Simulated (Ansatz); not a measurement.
# C3O5: the cost of one run

Method: the levels named in each step, in Ansatz 0.2.0.

## Step 1: The system as given

Bond lengths: O1–C2 1.143 Å, C2–O3 1.144 Å, O4–C5 1.146 Å, C5–O6 1.142 Å, C7–O8 1.128 Å. Angles: O1–C2–O3 179.5°, O4–C5–O6 179.3°.

Coordinates:

```xyz
8

O     2.1254    0.7324    1.1190
C     1.0167    0.7702    1.3958
O    -0.0908    0.8159    1.6789
O    -0.9350    0.1793   -1.0929
C    -1.9701    0.0447   -0.6201
O    -3.0069   -0.0888   -0.1613
C     1.1446   -1.4166   -0.6923
O     1.7638   -1.1869   -1.6063
```

## Step 2: A rough first relaxation, PBE-D4/def2-SVP

input.yaml reads:

```yaml
crystal:
  periodic: [false, false, false]
  atoms:
    - { symbol: O, position_ang: [2.12538, 0.73236, 1.11897] }
    - { symbol: C, position_ang: [1.01673, 0.77015, 1.3958] }
    - { symbol: O, position_ang: [-0.09082, 0.81586, 1.67893] }
    - { symbol: O, position_ang: [-0.93503, 0.1793, -1.09287] }
    - { symbol: C, position_ang: [-1.97009, 0.04467, -0.62015] }
    - { symbol: O, position_ang: [-3.00685, -0.08884, -0.16128] }
    - { symbol: C, position_ang: [1.1446, -1.41663, -0.69228] }
    - { symbol: O, position_ang: [1.76377, -1.1869, -1.60632] }
basis:
  gaussian: { orbitals: def2-SVP }
hamiltonian:
  xc: pbe
  dispersion: d4
relax:
  f_tol: 0.03
  max_steps: 200
```

Run with:

```
> ansatz run input.yaml --threads 4 --pin off --max-ram 10240MiB --backend cpu --events-out ev --progress --plain --runs-dir out
```

Q: Estimate wall time and peak memory on 4 threads of Intel Xeon at 2.50GHz (Skylake/Cascade Lake), shared host.

About 36 s, with a peak of 0.16 GiB.
